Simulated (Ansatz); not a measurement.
# TaSi24C23 (Moissanite 6H): the cost of one run

Method: DFT, PBE, plane-wave PAW, default files, scalar-relativistic, as far as a step names no other, in Ansatz 0.2.0.

The COD entry's cell or inner coordinates are ideal or old and differ from later refinements, so a difference from it is no clean test against experiment.

## (1) The starting structure

Symmetry: P1, No. 1, triclinic system. Conventional cell: a = 6.190 Å, b = 6.190 Å, c = 15.170 Å, α = 90.00°, β = 90.00°, γ = 120.00°. Around Si (site symmetry 1) lie 3 C at 1.90 Å and 1 Ta at 1.98 Å. Around Si (site symmetry 1) lie 3 C at 1.90 Å and 1 Ta at 1.93 Å. Around Si (site symmetry 1) lie 4 C at 1.90 Å. Si (site symmetry 1) is surrounded by 1 Ta at 1.79 Å and 3 C at 1.90 Å. Only part of the 48 independent sites is listed.

Coordinates:

```xyz
48
Lattice="6.1900 0.0000 0.0000 -3.0950 5.3607 0.0000 0.0000 0.0000 15.1700" Properties=species:S:1:pos:R:3 pbc="T T T"
Si    0.0000    0.0000    1.8962
Si   -1.5475    2.6803    1.8962
Si    3.0950    0.0000    1.8962
Si    1.5475    2.6803    1.8962
Si    0.0000    0.0000    9.4812
Si   -1.5475    2.6803    9.4812
Si    3.0950    0.0000    9.4812
Si    1.5475    2.6803    9.4812
Si    0.0000    1.7869    4.4251
Si   -1.5475    4.4672    4.4251
Si    3.0950    1.7869    4.4251
Si    1.5475    4.4672    4.4251
Si    1.5475    0.8934   12.0101
Si    0.0000    3.5738   12.0101
Si    4.6425    0.8934   12.0101
Si    3.0950    3.5738   12.0101
Si    0.0000    1.7869   14.5374
Si   -1.5475    4.4672   14.5374
Si    3.0950    1.7869   14.5374
Si    1.5475    4.4672   14.5374
Si    1.5475    0.8934    6.9524
Si    0.0000    3.5738    6.9524
Si    4.6425    0.8934    6.9524
Si    3.0950    3.5738    6.9524
C     0.0000    0.0000    0.0000
C    -1.5475    2.6803    0.0000
C     3.0950    0.0000    0.0000
C     1.5475    2.6803    0.0000
C     0.0000    0.0000    7.5850
C    -1.5475    2.6803    7.5850
C     3.0950    0.0000    7.5850
C     1.5475    2.6803    7.5850
Ta    0.0849    1.8718    2.5288
C    -1.5475    4.4672    2.5288
C     3.0950    1.7869    2.5288
C     1.5475    4.4672    2.5288
C     1.5475    0.8934   10.1138
C     0.0000    3.5738   10.1138
C     4.6425    0.8934   10.1138
C     3.0950    3.5738   10.1138
C     0.0000    1.7869   12.6412
C    -1.5475    4.4672   12.6412
C     3.0950    1.7869   12.6412
C     1.5475    4.4672   12.6412
C     1.5475    0.8934    5.0562
C     0.0000    3.5738    5.0562
C     4.6425    0.8934    5.0562
C     3.0950    3.5738    5.0562
```

Atom 33 of the input is the impurity.

## (2) Relaxation of the positions

Input file input.yaml:

```yaml
crystal:
  lattice:
    - [6.19, 0.0, 0.0]
    - [-3.095, 5.3606972494, 0.0]
    - [0.0, 0.0, 15.17]
  atoms:
    - { symbol: Si, position: [0.0, 0.0, 0.125] }
    - { symbol: Si, position: [0.0, 0.5, 0.125] }
    - { symbol: Si, position: [0.5, 0.0, 0.125] }
    - { symbol: Si, position: [0.5, 0.5, 0.125] }
    - { symbol: Si, position: [0.0, 0.0, 0.625] }
    - { symbol: Si, position: [0.0, 0.5, 0.625] }
    - { symbol: Si, position: [0.5, 0.0, 0.625] }
    - { symbol: Si, position: [0.5, 0.5, 0.625] }
    - { symbol: Si, position: [0.1666666666, 0.3333333334, 0.2917] }
    - { symbol: Si, position: [0.1666666666, 0.8333333334, 0.2917] }
    - { symbol: Si, position: [0.6666666666, 0.3333333334, 0.2917] }
    - { symbol: Si, position: [0.6666666666, 0.8333333334, 0.2917] }
    - { symbol: Si, position: [0.3333333334, 0.1666666666, 0.7917] }
    - { symbol: Si, position: [0.3333333334, 0.6666666666, 0.7917] }
    - { symbol: Si, position: [0.8333333334, 0.1666666666, 0.7917] }
    - { symbol: Si, position: [0.8333333334, 0.6666666666, 0.7917] }
    - { symbol: Si, position: [0.1666666666, 0.3333333334, 0.9583] }
    - { symbol: Si, position: [0.1666666666, 0.8333333334, 0.9583] }
    - { symbol: Si, position: [0.6666666666, 0.3333333334, 0.9583] }
    - { symbol: Si, position: [0.6666666666, 0.8333333334, 0.9583] }
    - { symbol: Si, position: [0.3333333334, 0.1666666666, 0.4583] }
    - { symbol: Si, position: [0.3333333334, 0.6666666666, 0.4583] }
    - { symbol: Si, position: [0.8333333334, 0.1666666666, 0.4583] }
    - { symbol: Si, position: [0.8333333334, 0.6666666666, 0.4583] }
    - { symbol: C, position: [0.0, 0.0, 0.0] }
    - { symbol: C, position: [0.0, 0.5, 0.0] }
    - { symbol: C, position: [0.5, 0.0, 0.0] }
    - { symbol: C, position: [0.5, 0.5, 0.0] }
    - { symbol: C, position: [0.0, 0.0, 0.5] }
    - { symbol: C, position: [0.0, 0.5, 0.5] }
    - { symbol: C, position: [0.5, 0.0, 0.5] }
    - { symbol: C, position: [0.5, 0.5, 0.5] }
    - { symbol: Ta, position: [0.188289059, 0.3491620231, 0.1667], spin: 1.0 }
    - { symbol: C, position: [0.1666666666, 0.8333333334, 0.1667] }
    - { symbol: C, position: [0.6666666666, 0.3333333334, 0.1667] }
    - { symbol: C, position: [0.6666666666, 0.8333333334, 0.1667] }
    - { symbol: C, position: [0.3333333334, 0.1666666666, 0.6667] }
    - { symbol: C, position: [0.3333333334, 0.6666666666, 0.6667] }
    - { symbol: C, position: [0.8333333334, 0.1666666666, 0.6667] }
    - { symbol: C, position: [0.8333333334, 0.6666666666, 0.6667] }
    - { symbol: C, position: [0.1666666666, 0.3333333334, 0.8333] }
    - { symbol: C, position: [0.1666666666, 0.8333333334, 0.8333] }
    - { symbol: C, position: [0.6666666666, 0.3333333334, 0.8333] }
    - { symbol: C, position: [0.6666666666, 0.8333333334, 0.8333] }
    - { symbol: C, position: [0.3333333334, 0.1666666666, 0.3333] }
    - { symbol: C, position: [0.3333333334, 0.6666666666, 0.3333] }
    - { symbol: C, position: [0.8333333334, 0.1666666666, 0.3333] }
    - { symbol: C, position: [0.8333333334, 0.6666666666, 0.3333] }
magnetization:
  spin_polarized: true
kpoints:
  mp_grid: { grid: [4, 4, 2] }
scf:
  occupations: { method: fermi_dirac, width: 0.01 }
hamiltonian:
  xc: pbe
  pseudopotentials: { kind: paw }
output:
  forces: true
  stress: true
  populations: true
  efg: { quadrupole_moments_barn: { Ta: 3.17 }, contact_densities: true }
  write_density: true
  write_potential: true
  elf: true
  volumetric_format: npy
relax:
  f_tol: 0.03
  max_steps: 40
```

Launch:

```bash
> ansatz run input.yaml --threads 4 --pin off --max-ram 10240MiB --backend cpu --events-out ev --progress --plain --runs-dir out
```

Q: Estimate wall time and peak memory on 4 threads of Arm Neoverse V1, shared host.

About 34 min, with a peak of 3.7 GiB.
